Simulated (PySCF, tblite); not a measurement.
**C8H10O2: geometry, infrared bands and NMR shifts**

Aim: predict the infrared bands and NMR shifts of C8H10O2 (`CC(C)c1cccc(=O)o1`).

Computed with tblite 0.8.0 and PySCF 2.14.0, with density-fitted response routines of our own, on a single molecule in the gas phase. Atoms count from 0, in the outputs and in this text.

### 1 Starting geometry

20 atoms, charge 0, multiplicity 1; geometry from: force field or distance geometry start.

Bonds of the start (Å): C0–C1 1.52, C1–C2 1.52, C1–C3 1.51, C3–C4 1.35, C4–C5 1.43, C5–C6 1.34, C6–C7 1.46, C7–O8 1.23, C7–O9 1.38, O9–C3 1.41, C0–H10 1.09, C0–H11 1.09, C0–H12 1.11, C1–H13 1.10, C2–H14 1.11, C2–H15 1.08, C2–H16 1.09, C4–H17 1.08, C5–H18 1.09, C6–H19 1.08.

### 2 Optimising the geometry with GFN2-xTB

What the job is given:

```
{"job": {"kind": "relax", "xc": "GFN2-xTB", "basis": "xTB"}, "charge": 0, "multiplicity": 1}
C     -1.781400     1.448900    -0.303900
C     -1.316700     0.181400     0.384000
C     -2.064600    -1.046400    -0.123700
C      0.178300     0.003300     0.222000
C      1.045600    -0.032700     1.259100
C      2.440800    -0.209300     0.986200
C      2.887100    -0.344100    -0.269000
C      1.955600    -0.316200    -1.399200
O      2.368600    -0.452100    -2.549100
O      0.619900    -0.150700    -1.106900
H     -1.638200     1.402800    -1.388400
H     -1.259500     2.326800     0.078000
H     -2.864400     1.611300    -0.115300
H     -1.541800     0.278100     1.459100
H     -3.151700    -0.923000     0.055900
H     -1.932200    -1.180800    -1.192000
H     -1.742400    -1.953600     0.381900
H      0.721600     0.073100     2.281900
H      3.132500    -0.224500     1.834500
H      3.938000    -0.481600    -0.498300
```

Command:

```
$ OMP_NUM_THREADS=1 python probes_run.py task.json out
```

The driver reads the jobs from task.json and runs them one after another.

**Question.** This job is followed by: GFN2-xTB harmonic vibrations, gas phase; GIAO PBE0/pcSseg-1 NMR shielding, non-relativistic, gas phase. Predict these results of the whole session: strongest single infrared mode (GFN2-xTB); zero-point energy (GFN2-xTB); 13C shifts against TMS (PBE0/pcSseg-1, means over atoms taken as alike); 1H shifts against TMS (PBE0/pcSseg-1, means over atoms taken as alike); 17O shifts against H2O (PBE0/pcSseg-1).

As calculated:

```
                                                               quantity                                              value
                              strongest single infrared mode (GFN2-xTB)                              1755 cm⁻¹, 689 km/mol
                                           zero-point energy (GFN2-xTB)                                     101.1 kcal/mol
13C shifts against TMS (PBE0/pcSseg-1, means over atoms taken as alike)  181.0, 164.2, 150.0, 119.9, 105.9, 40.9, 22.9 ppm
 1H shifts against TMS (PBE0/pcSseg-1, means over atoms taken as alike)                   7.33, 6.23, 5.94, 2.50, 1.37 ppm
                                 17O shifts against H2O (PBE0/pcSseg-1)                                   422.5, 308.9 ppm
```

What this shows: Relaxing lowered the energy by 0.213 eV in 47 steps; the close pair that moved most is C3–O9, from 1.409 to 1.336 Å. All 54 modes are real, so the xTB geometry is a minimum. The strongest single mode, at 1755 cm⁻¹, moves mainly C7 and O8. GFN2-xTB is a fitted tight-binding method: band positions and strengths are rough. Its intensities can rank the bands wrongly. At PBE0/pcSseg-1: The widest tensor belongs to O8: span 607 ppm, with a paramagnetic part of -484 ppm.
